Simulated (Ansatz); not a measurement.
# CF2Si: the cost of one run

Method: RKS PBE0-D4/def2-SVP, in Ansatz 0.2.0.

### 1 The starting structure

Bond lengths: F1–C2 1.354 Å, C2–Si3 1.721 Å, Si3–F4 1.600 Å. Angles: F1–C2–Si3 122.6°, C2–Si3–F4 155.9°.

As a file:

```xyz
4

F     1.2699   -0.3873    1.5545
C     0.2698   -0.7267    0.7081
Si   -0.3080    0.3333   -0.5179
F    -1.2317    0.7807   -1.7447
```

### 2 End point A

Contents of input.yaml:

```yaml
crystal:
  periodic: [false, false, false]
  atoms:
    - { symbol: F, position_ang: [1.26992, -0.3873, 1.55453] }
    - { symbol: C, position_ang: [0.26976, -0.7267, 0.70807] }
    - { symbol: Si, position_ang: [-0.30795, 0.3333, -0.51791] }
    - { symbol: F, position_ang: [-1.23173, 0.7807, -1.7447] }
basis:
  gaussian: { orbitals: def2-SVP }
hamiltonian:
  xc: pbe0
  dispersion: d4
relax:
  f_tol: 0.015
  max_steps: 40
```

On the command line:

```bash
$ ansatz run input.yaml --threads 1 --pin off --max-ram 2048MiB --backend cpu --events-out ev --progress --plain --runs-dir out
```

What time and memory should one allow on 1 thread of Intel Xeon 6975P-C (Granite Rapids), shared host?

About 6.9 s, with a peak of 0.13 GiB.
